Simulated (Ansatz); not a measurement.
## SnSe, space group P4/nmm: a convergence test of the plane-wave cutoff, step by step

Computed with Ansatz's Python interface.

Interactive session:
```pycon
>>> import csv
>>> import ansatz as az
>>> SETTINGS = {
...     "xc": "r2scan",
...     "kgrid": (4, 4, 2),
...     "filling": "fixed",
...     "tolerance": 1e-09,
... }
>>> structure = (
...     az.Lattice.from_parameters(4.285327, 4.285327, 10.990692, alpha=90, beta=90, gamma=90)
...     .space_group(129, hermann_mauguin="P4/nmm", origin_choice=1)
...     .atom("Sn", (0.5, 0.0, 0.372229))
...     .atom("Se", (0.5, 0.0, 0.616039))
... )
>>> [site.symbol for site in structure.resolved().sites]
['Sn', 'Sn', 'Se', 'Se']
>>> job = structure.calculation()
>>> job = job.functional(SETTINGS["xc"]).kpoints(*SETTINGS["kgrid"])
>>> job = job.occupations(SETTINGS["filling"])
>>> job = job.scf(tolerance=SETTINGS["tolerance"]).stress()
>>> rows = []
>>> for value in [300, 350, 400, 450, 500, 550]:
...     rep = job.basis(value).run().report
...     rows.append((value, rep["free_energy_ev"] / len(rep["lattice"]["sites"]), rep["n_iterations"], sum(rep["stress_gpa"][i][i] for i in range(3)) / 3, rep["n_pw"]))
...
DeckWarning: basis.ecutwfc = 300 eV is below the records' recommended 500 eV, and the density's cutoff is lower with it unless basis.ecutrho_ratio is high enough to keep the records' density cutoff: compare with a run at a higher cutoff
DeckWarning: output.stress: scf.convergence.dr2_threshold = 1e-9 eV is looser than the 4e-10 eV advised for a printed stress (1e-10 eV for each atom of the cell: 4). What an SCF threshold leaves in a [...]
DeckWarning: basis.ecutwfc = 350 eV is below the records' recommended 500 eV, and the density's cutoff is lower with it unless basis.ecutrho_ratio is high enough to keep the records' density cutoff: compare with a run at a higher cutoff
DeckWarning: basis.ecutwfc = 400 eV is below the records' recommended 500 eV, and the density's cutoff is lower with it unless basis.ecutrho_ratio is high enough to keep the records' density cutoff: compare with a run at a higher cutoff
DeckWarning: basis.ecutwfc = 450 eV is below the records' recommended 500 eV, and the density's cutoff is lower with it unless basis.ecutrho_ratio is high enough to keep the records' density cutoff: compare with a run at a higher cutoff
>>> with open("ecut.csv", "w", newline="") as handle:
...     writer = csv.writer(handle)
...     writer.writerow(["cutoff (eV)", "F/atom (eV)", "iterations", "P (GPa)", "plane waves"])
...     writer.writerows([round(v, 5) if isinstance(v, float) else v for v in row] for row in rows)
...
56
>>> for row in rows[:-1]:
...     shift = 1000 * (row[1] - rows[-1][1])
...     print(f"{row[0]}: {shift:+.2f} meV/atom" + ("  (within 5 meV)" if abs(shift) < 5 else ""))
...
300: +36.62 meV/atom
350: +3.64 meV/atom  (within 5 meV)
400: +1.44 meV/atom  (within 5 meV)
450: +0.46 meV/atom  (within 5 meV)
500: +0.10 meV/atom  (within 5 meV)
```

It writes `ecut.csv`:
```csv
cutoff (eV),F/atom (eV),iterations,P (GPa),plane waves
300,-5758.72104,9,-0.08701,2391
350,-5758.75402,9,-0.10702,3025
400,-5758.75622,9,-0.11525,3619
450,-5758.7572,9,-0.11734,4431
500,-5758.75756,9,-0.11823,5113
550,-5758.75766,9,-0.11844,5903
```

From 350 eV on it stays within 5 meV an atom of the value at 550 eV; the first row (300 eV) is off by 36.6 meV and the last but one by 0.10 meV. The energy falls steadily, as expected when plane waves are added. The pressure moves from -0.09 to -0.12 GPa (the program's stress holds a Pulay correction, so it settles early). The last run costs about 2.3 times the first.

The cell holds layers, chains or clusters in vacuum, no bulk phase; its stress is averaged over the vacuum too and scales with the cell's height. Pressure is positive in compression. Points of the mesh across the vacuum add cost only. The structure comes from a database of computed cells and needn't be a stable or known phase. Warnings are shown shortened and without file and line. Shifts are counted from the last row, which is itself no proven limit. Timing: 74 s on 1 thread of Arm Neoverse V1, on a shared host, peak memory 1 GiB.
